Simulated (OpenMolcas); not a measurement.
# Os⁶⁺ among point charges: CASSCF and CASPT2 levels and susceptibility

How does a field of 6 point charges split the states of Os⁶⁺, and what χT follows?

Method: state-averaged CASSCF and CASPT2, spin-orbit coupling by RASSI with atomic mean-field integrals. Code: OpenMolcas 26.06.

### Step 1. What is computed

```
Species                           : Os⁶⁺ (osmium, Z = 76, 70 electrons)
Basis                             : ANO-RCC-VDZP [7s6p4d2f1g], 68 functions
Scalar Hamiltonian                : DKH2, point nucleus
Inactive shells                   : 1s 2s 2p 3s 3p 3d 4s 4p 4d 4f 5s 5p
Active space                      : 2 electrons in 5 orbitals (5d)
Some configurations of this space : 5d2
Orbitals                          : optimised for each spin and parity, averaged over all roots
```

Outer shells as boxes (Hund's rule):

5d2
```
5d [↑ ][↑ ][  ][  ][  ]
```

The ion sits among 6 point charges of -1.1 e arranged as a trigonal prism (D3h), 1.98 Å from the ion, with a polar angle of 47.6° against the regular 49.1°.

The work runs as a chain of OpenMolcas steps in one folder; each step below is one input file. Labels, J, g values, rates, χT and fits are worked out afterwards by a script from the matrices that RASSI stores.

### Step 2. Basis and integrals

Input file a.inp:

```
&GATEWAY
Coord
1

Os 0.0 0.0 0.0
Basis=ANO-RCC-VDZP
Group=NoSym
NoMove
AngMom=0.0 0.0 0.0
AMFI
XField
6 Angstrom 0
1.462771 0.000000 1.334430 -1.100000
-0.731385 1.266796 1.334430 -1.100000
-0.731385 -1.266796 1.334430 -1.100000
1.462771 0.000000 -1.334430 -1.100000
-0.731385 1.266796 -1.334430 -1.100000
-0.731385 -1.266796 -1.334430 -1.100000
&SEWARD
```

### Step 3. Reference wave functions, triplets, 10 roots

Input file a.inp:

```
&RASSCF
FileOrb=start.orb
Symmetry=1
Spin=3
nActEl=2 0 0
Inactive=34
Ras2=5
CIRoot=10 10 1
SDav=10
CIMx=300
Iter=120 100
PrWF=0.3
OrbListing=Nothing
MaxOrb=0
>>> COPY $Project.JobIph JOB001
```

start.orb holds the contracted functions of the basis, ordered by shell, or the orbitals of the step before.

### Step 4. CASSCF: singlets, 15 roots

Input file a.inp:

```
&RASSCF
FileOrb=start.orb
Symmetry=1
Spin=1
nActEl=2 0 0
Inactive=34
Ras2=5
CIRoot=15 15 1
SDav=15
CIMx=300
Iter=120 100
PrWF=0.3
OrbListing=Nothing
MaxOrb=0
>>> COPY $Project.JobIph JOB002
```

### Step 5. State interaction with spin-orbit coupling

Input file a.inp:

```
&RASSI
NrOfJobIphs=2 10 15
1 2 3 4 5 6 7 8 9 10
1 2 3 4 5 6 7 8 9 10 11 12 13 14 15
IphNames
JOB001
JOB002
EJob
SpinOrbit
DIPRint=1.0
SOCoupling=1000.0
Subsets=2
Property=9
'ANGMOM' 1 'ANGMOM' 2 'ANGMOM' 3 'MLTPL  1' 1 'MLTPL  1' 2 'MLTPL  1' 3
'AMFI' 1 'AMFI' 2 'AMFI' 3
SOProperty=3
'ANGMOM' 1 'ANGMOM' 2 'ANGMOM' 3
```

### Step 6. CASPT2: IPEA 0.25, imaginary shift 0.1 (closed shells correlated: 4f 5s 5p)

Input file a.inp:

```
>>> COPY JOB001 $Project.JobIph
&CASPT2
Multistate=10 1 2 3 4 5 6 7 8 9 10
NoMult
Frozen=23
IPEA=0.25
Imaginary=0.1
MaxIter=60
WThr=0.0 0.3 0.05
PrWF=0.5
NoMix
>>> COPY JOB002 $Project.JobIph
&CASPT2
Multistate=15 1 2 3 4 5 6 7 8 9 10 11 12 13 14 15
NoMult
Frozen=23
IPEA=0.25
Imaginary=0.1
MaxIter=60
WThr=0.0 0.3 0.05
PrWF=0.5
NoMix
```

(Steps that only read results are left out.)

What does the calculation give? Wanted: spin-free ground state; first state of the same spin within the active space; lowest level; next level.

As calculated:

```
                                            quantity                                                                           value
                                              method  SS-CASPT2, IPEA 0.25, imaginary shift 0.1 (closed shells correlated: 4f 5s 5p)
                              spin-free ground state                                                  3E, 2-fold in its orbital part
first state of the same spin within the active space                                                            triplet at 1740 cm⁻¹
                                        lowest level                                                  2-fold E, g = 0.00, 0.00, 2.86
                                          next level                                                                       32.2 cm⁻¹
                                         χT at 300 K                                                                  0.34 cm³ K/mol
                           effective moment at 300 K                                                                         1.65 μB
```

Cost by method:

| method | time of its own steps | time with the reference |
| --- | --- | --- |
| A. CASSCF | 9.9 s | 9.9 s |
| B. SS-CASPT2, IPEA 0.25, imaginary shift 0.1, +4f 5s 5p | 14 s | 23 s |

Times are of one thread on a shared host.

What this shows: The spin-free ground state (3E) comes to 100 % from free-ion F terms and keeps the highest spin of the shell. χT at 300 K is 0.34, against 1.00 cm³ K/mol for the spin alone, so spin-orbit coupling lowers it. CASPT2 does not keep the components of a term degenerate, and the means are used. The field of point charges can differ much from that of real complexes. This is an electrostatic model: the charges have no orbitals.
